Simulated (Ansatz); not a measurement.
# SnSiH4OF (SMILES [F][SnH][O][SiH3]): RPA@PBE/def2-SVP (core potential)

Aim: the vertical doublet–quartet gap of SnSiH4OF at RPA@PBE/def2-SVP (core potential), from 2 runs. 

The calculation is run with Ansatz 0.2.0.

106 further runs of the same task are left out: 3 that didn't finish, 103 set aside as unsound or not needed. Runs told in other sessions of the task aren't counted.

### 1 The molecule

SnSiH4OF has 8 atoms, charge 0, and is taken as a doublet. As SMILES, `[F][SnH][O][SiH3]`. The shape is that of a PBE0-D4/def2-TZVP optimisation. This is one conformer, not always the lowest.

Bond lengths: F1–Sn2 1.929 Å, Sn2–O3 1.951 Å, O3–Si4 1.640 Å, Sn2–H5 1.742 Å, Si4–H6 1.486 Å, Si4–H7 1.486 Å, Si4–H8 1.489 Å. Angles: F1–Sn2–O3 102.1°, Sn2–O3–Si4 137.7°, F1–Sn2–H5 106.1°, O3–Sn2–H5 105.6°, O3–Si4–H6 108.6°, O3–Si4–H7 110.5°, O3–Si4–H8 111.0°, H6–Si4–H7 109.2°, H6–Si4–H8 108.8°, H7–Si4–H8 108.7°.

### 2 A single-point energy at RPA@PBE/def2-SVP (core potential)

The input, in.yaml:

```yaml
crystal:
  periodic: [false, false, false]
  atoms:
    - symbol: F
      position_ang: [-1.607300, 1.731700, 1.020300]
    - symbol: Sn
      position_ang: [-0.420700, 1.874500, -0.493500]
    - symbol: O
      position_ang: [0.210000, 0.039300, -0.694400]
    - symbol: Si
      position_ang: [0.713800, -1.182700, 0.276900]
    - symbol: H
      position_ang: [-1.435700, 2.176300, -1.877100]
    - symbol: H
      position_ang: [1.729100, -1.982100, -0.456700]
    - symbol: H
      position_ang: [-0.427200, -2.061300, 0.643600]
    - symbol: H
      position_ang: [1.330300, -0.652900, 1.525000]
basis:
  gaussian: {orbitals: def2-SVP}
hamiltonian: {xc: pbe}
correlation: {method: rpa, frozen_orbitals: {F: 1, H: 0, O: 1, Si: 5, Sn: 4}}
accuracy: high
magnetization: {spin_polarized: true, initial_magnetization: 1}
```

On the command line:

```sh
$ ansatz run in.yaml --threads 1 --pin off --max-ram 3480MiB --events-out events.jsonl --progress --plain --runs-dir runs
```

Standard output:

```text
Warning: RAYON_NUM_THREADS=1 ignored (pool sized by the plan → 1); use --threads N
Functional definition: PBE
  name "PBE"
  parameter kappa = 0.804
  parameter beta = 0.06672455060314922
  exchange = pbe_x(kappa = kappa, mu = beta*pi^2/3)
  correlation = pbe_c(beta = beta)
2096 factors; integrals over basis functions are off by at most 8.4e-9 eV
mean field evaluation 1: about -18514.6532 eV, gradient 4.9e1 eV
mean field evaluation 2: about -18514.6482 eV, gradient 4.9e1 eV
mean field evaluation 4: about -18520.5729 eV, gradient 2.5e1 eV
mean field evaluation 8: about -18523.4829 eV, gradient 2.9e-1 eV
mean field evaluation 16: about -18523.4805 eV, gradient 6.6e-5 eV
mean field evaluation 32: about -18503.4801 eV, gradient 3.4e1 eV
mean field -18523.48051808 eV, -680.7253533733 hartree, gradient 7.0e-8 eV, S^2 0.752497; 0 other end points of the search recorded, 0 dependent functions left out
11 core orbitals not correlated: weight in the atoms' cores, before any rotation towards them, 1.000 or more for the frozen orbitals, at most 0.000 for the correlated occupied ones
reference -18467.17188136 eV, -678.6560491412 hartree; 18, 17 occupied and 63, 64 virtual orbitals, 2096 factors
Total energy: -18492.57246385 eV, -679.5895033305 hartree
```

It took 27 s on 1 thread of Arm Neoverse V1, shared host; peak memory 0.47 GiB.

### 3 The quartet at the same level

The input, job.yaml:

```yaml
basis:
  gaussian: {orbitals: def2-SVP}
crystal:
  periodic: [false, false, false]
  atoms:
    - {symbol: F, position_ang: [-1.607300, 1.731700, 1.020300]}
    - {symbol: Sn, position_ang: [-0.420700, 1.874500, -0.493500]}
    - {symbol: O, position_ang: [0.210000, 0.039300, -0.694400]}
    - {symbol: Si, position_ang: [0.713800, -1.182700, 0.276900]}
    - {symbol: H, position_ang: [-1.435700, 2.176300, -1.877100]}
    - {symbol: H, position_ang: [1.729100, -1.982100, -0.456700]}
    - {symbol: H, position_ang: [-0.427200, -2.061300, 0.643600]}
    - {symbol: H, position_ang: [1.330300, -0.652900, 1.525000]}
magnetization: {spin_polarized: true, initial_magnetization: 3}
correlation: {method: rpa, frozen_orbitals: {F: 1, H: 0, O: 1, Si: 5, Sn: 4}}
accuracy: high
hamiltonian: {xc: {name: PBE}}
```

On the command line:

```sh
$ ansatz run job.yaml --threads 1 --pin off --max-ram 3480MiB --events-out events.jsonl --progress --plain --runs-dir runs
```

Standard output (excerpt; [...] marks lines left out):

```text
Warning: RAYON_NUM_THREADS=1 ignored (pool sized by the plan → 1); use --threads N
[... 2 set-up lines as earlier in the session ...]
[...]
2096 factors; integrals over basis functions are off by at most 8.4e-9 eV
[...]
mean field -18517.24809026 eV, -680.4963158756 hartree, gradient 3.5e-8 eV, S^2 3.754455; 12 other end points of the search recorded, 0 dependent functions left out
11 core orbitals not correlated: weight in the atoms' cores, before any rotation towards them, 1.000 or more for the frozen orbitals, at most 0.000 for the correlated occupied ones
reference -18459.04139363 eV, -678.3572592284 hartree; 19, 16 occupied and 62, 65 virtual orbitals, 2096 factors
Total energy: -18485.80959372 eV, -679.3409724373 hartree
```

Wall time 79 s (1 thread of Arm Neoverse V1, shared host); peak memory 0.57 GiB.

### 4 What came out

At RPA@PBE/def2-SVP (core potential), 11 core orbitals frozen:

```
                                        quantity          value
                           doublet: total energy  -679.58950 Eh
       doublet: RPA correlation energy (valence)     -933.5 mEh
      doublet: ⟨S²⟩ of the reference determinant          0.752
                           quartet: total energy  -679.34097 Eh
       quartet: RPA correlation energy (valence)     -983.7 mEh
      quartet: ⟨S²⟩ of the reference determinant          3.754
vertical energy of the quartet above the doublet       6.763 eV
```

In words: At this shape the quartet lies 6.76 eV (156 kcal/mol) above the doublet.
